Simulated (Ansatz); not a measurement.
# C₂H₄ClGaO: small, medium and large basis sets

Aim: see how fast density functionals converge with the basis set for C₂H₄ClGaO.

Computed with Ansatz 0.2.0, Gaussian basis. Level: one geometry, several basis sets.

The runs, in order: PBE0-D4/def2-SVP; ωB97M-V/def2-SVP; PBE0-D4/def2-QZVPP; ωB97M-V/def2-QZVPP; the functionals' def2-TZVPP values are taken from earlier runs.

## (1) The relaxed structure

An earlier PBE0-D4 in a triple-zeta def2 set relaxation fixed the geometry.

SMILES `O/C(Cl)=[CH]/[GaH2]`, 9 atoms, charge 0, spin multiplicity 1.

Atoms are counted from 1 here; the program's logs count them from 0.

Bond lengths: O1–C2 1.339 Å, O1–H6 0.963 Å, C2–Cl3 1.741 Å, C2–C4 1.333 Å, C4–Ga5 1.931 Å, C4–H7 1.088 Å, Ga5–H8 1.568 Å, Ga5–H9 1.565 Å. Angles: C2–O1–H6 109.9°, O1–C2–Cl3 112.5°, O1–C2–C4 123.8°, Cl3–C2–C4 123.8°, C2–C4–Ga5 127.4°, C2–C4–H7 112.9°, Ga5–C4–H7 119.7°, C4–Ga5–H8 117.2°, C4–Ga5–H9 121.1°, H8–Ga5–H9 121.6°.

## (2) PBE0-D4 in def2-SVP

The input, in.yaml:

```yaml
crystal:
  periodic: [false, false, false]
  atoms:
    - {symbol: O, position_ang: [-0.460228, 1.716006, 1.444032]}
    - {symbol: C, position_ang: [-0.291172, 0.545560, 0.815658]}
    - {symbol: Cl, position_ang: [-0.786989, -0.809618, 1.788902]}
    - {symbol: C, position_ang: [0.201573, 0.431087, -0.417182]}
    - {symbol: Ga, position_ang: [0.488268, -1.195060, -1.418526]}
    - {symbol: H, position_ang: [-0.827701, 1.567574, 2.321560]}
    - {symbol: H, position_ang: [0.453801, 1.390666, -0.863273]}
    - {symbol: H, position_ang: [1.084331, -1.053320, -2.862044]}
    - {symbol: H, position_ang: [0.138126, -2.592894, -0.809127]}
basis:
  gaussian: {orbitals: def2-SVP}
hamiltonian: {xc: pbe0, dispersion: d4}
output: {orbitals: {seedname: orbitals}}
```

After this run come: ωB97M-V in def2-SVP; PBE0-D4 in def2-QZVPP; ωB97M-V in def2-QZVPP.

Before running them: what should the planned runs give, taken together? Wanted: PBE0-D4: double and triple zeta above quadruple; ωB97M-V: double and triple zeta above quadruple.

**Answer**, as computed:

| quantity | value |
| --- | --- |
| PBE0-D4: double and triple zeta above quadruple | 17.66, 1.79 eV |
| ωB97M-V: double and triple zeta above quadruple | 17.67, 1.73 eV |

In words: For PBE0-D4 the step from double to triple zeta gains 15.88 eV and the next only 1.79 eV. Total energies overstate the basis error of differences, where much of it tends to cancel.
